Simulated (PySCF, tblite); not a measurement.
**C3H8NOSi radical: geometry, infrared bands and EPR parameters**

Wanted: the infrared bands and EPR parameters of C3H8NOSi radical (`C=C[CH]O[SiH2]N`), by calculation.

Computed with tblite 0.8.0 and PySCF 2.14.0, with density-fitted response routines of our own, on a single molecule in the gas phase. Atoms are numbered from 0 throughout.

## 1. The starting structure

14 atoms, charge 0, multiplicity 2; geometry from: force field or distance geometry start.

Bonds of the start (Å): C0–C1 1.32, C1–C2 1.50, C2–O3 1.40, O3–Si4 1.72, Si4–N5 1.77, C0–H6 1.09, C0–H7 1.09, C1–H8 1.10, C2–H9 1.11, Si4–H10 1.47, Si4–H11 1.49, N5–H12 1.01, N5–H13 1.03.

## 2. Geometry optimisation with GFN2-xTB

Job settings and geometry (Å):

```
{"job": {"kind": "relax", "xc": "GFN2-xTB", "basis": "xTB"}, "charge": 0, "multiplicity": 2}
C     -2.713500     0.480500    -0.120100
C     -2.076200    -0.284900     0.740600
C     -0.607800    -0.025500     0.935800
O      0.074200    -0.134200    -0.279300
Si     1.643800    -0.747900     0.081000
N      2.680100     0.652600     0.389800
H     -3.779100     0.356000    -0.312000
H     -2.205800     1.279800    -0.667400
H     -2.583500    -1.085300     1.302700
H     -0.422300     0.939800     1.445800
H      1.589100    -1.680100     1.210900
H      2.113900    -1.521200    -1.104700
H      2.806000     1.299300    -0.375700
H      3.480500     0.470700     1.010500
```

Command:

```bash
$ OMP_NUM_THREADS=1 python probes_run.py task.json out
```

This one command runs all jobs of the session in turn.

**Question.** This job is followed by: GFN2-xTB harmonic vibrations, gas phase; UKS B3LYP, pcH-1 on C H N O Si, non-relativistic, mean-field spin-orbit, GIAO. What will the session give for the following? strongest single infrared mode (GFN2-xTB); zero-point energy (GFN2-xTB); g(iso) (B3LYP); ⟨S²⟩; largest a(iso) (averaged by class); surface potential, 1st and 99th percentile.

**Answer**, as computed:

| quantity | value |
| --- | --- |
| strongest single infrared mode (GFN2-xTB) | 2252 cm⁻¹, 398 km/mol |
| zero-point energy (GFN2-xTB) | 64.2 kcal/mol |
| g(iso) (B3LYP) | 2.00291 |
| ⟨S²⟩ | 0.773 (exact 0.75) |
| largest a(iso) (averaged by class) | 13C on C2, 56.6 MHz |
| surface potential, 1st and 99th percentile | -1.03 V and 1.78 V |

What this shows: Over 123 steps the energy fell by 1.621 eV; of the close pairs, C1–C2 changed most, 1.504 to 1.385 Å. No mode is imaginary among the 36: a minimum at this level. The strongest single mode, at 2252 cm⁻¹, moves mainly H10. Unscaled tight-binding wavenumbers are off by several per cent, some by more. Its intensities can rank the bands wrongly. The largest spin populations lie on C0 (0.65 e), C2 (0.60 e). The isotropic g lies 0.6 ppt above the free-electron value.
